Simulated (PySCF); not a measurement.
**The bond of IO, level by level**

What are the lowest state that PBE0 finds, the bond length, vibrational wavenumber and bond energy of IO, and how much do these hang on the method?

Method: I aug-cc-pVDZ-PP with ECP28, O aug-cc-pVDZ, scalar-relativistic core potentials; program: PySCF 2.14.0.

### Step 1. The job

Settings of the job:

```yaml
atoms: I, O
charge: 0
basis: I aug-cc-pVDZ-PP with ECP28, O aug-cc-pVDZ
Hamiltonian: scalar-relativistic core potentials
basis_functions: 55
electrons_treated: 33
masses_in_u: 126.9045, 15.9949
levels: PBE0, PBE, r²SCAN, BLYP, BHandHLYP, B2PLYP, HSE06, HF, MP2, SCS-MP2
grid: 80 radial by 434 angular points
occupations: held fixed by the projection of orbital angular momentum
dissociation_limit: I + O, each in its ground configuration
starting_distance_in_angstrom: 1.910
values_of_2S_to_try: 1, 3
```

Command:

```
$ OMP_NUM_THREADS=1 python dia.py task.json out
```

After this run come: The PBE0 curve of the state that the search chose; Higher solutions at PBE0; PBE; r²SCAN (meta-GGA); BLYP; BHandHLYP (global hybrid GGA); B2PLYP; HSE06; UHF.

Q: Predict the outcome of this session. Wanted: for each run, Re; ωe; De; μ.

The runs gave:

Lowest PBE0 solution found, without spin–orbit coupling: ²Π (doublet), unpaired electrons π ↑. State 2 has its PBE0 minimum 1.60 eV higher. The other levels ran on the lowest alone.

| level | Re (Å) | ωe (cm⁻¹) | De (eV) | μ (D) |
| --- | --- | --- | --- | --- |
| PBE | 1.931 | 666 | 3.03 | -2.45 |
| BLYP | 1.951 | 639 | 2.87 | -2.51 |
| r²SCAN | 1.923 | 668 | 2.55 | -2.26 |
| PBE0 | 1.913 | 675 | 2.32 | -2.26 |
| HSE06 | 1.916 | 670 | 2.33 | -2.27 |
| BHandHLYP | 1.926 | 640 | 1.64 | -2.05 |
| B2PLYP | 1.917 | 653 | 2.21 | -1.97 |

De is counted to I + O in their ground configurations. A positive dipole means I(−)O(+). No constants: UHF (too few points lie around the minimum); UHF-MP2 (the points don't follow one smooth fit); UHF-SCS-MP2 (the points don't follow one smooth fit).

In words: The methods spread over 0.038 Å in bond length, from PBE0 to BLYP. Of the levels with a De here, BHandHLYP gives the least (1.64 eV) and PBE the most (3.03 eV).

Correlated steps freeze 5 core orbitals. Spin–orbit coupling is left out, which matters for elements this heavy, above all for dissociation energies. B2PLYP dipoles, levels and charges come from its SCF part alone. With spin–orbit coupling the term label itself may not hold.
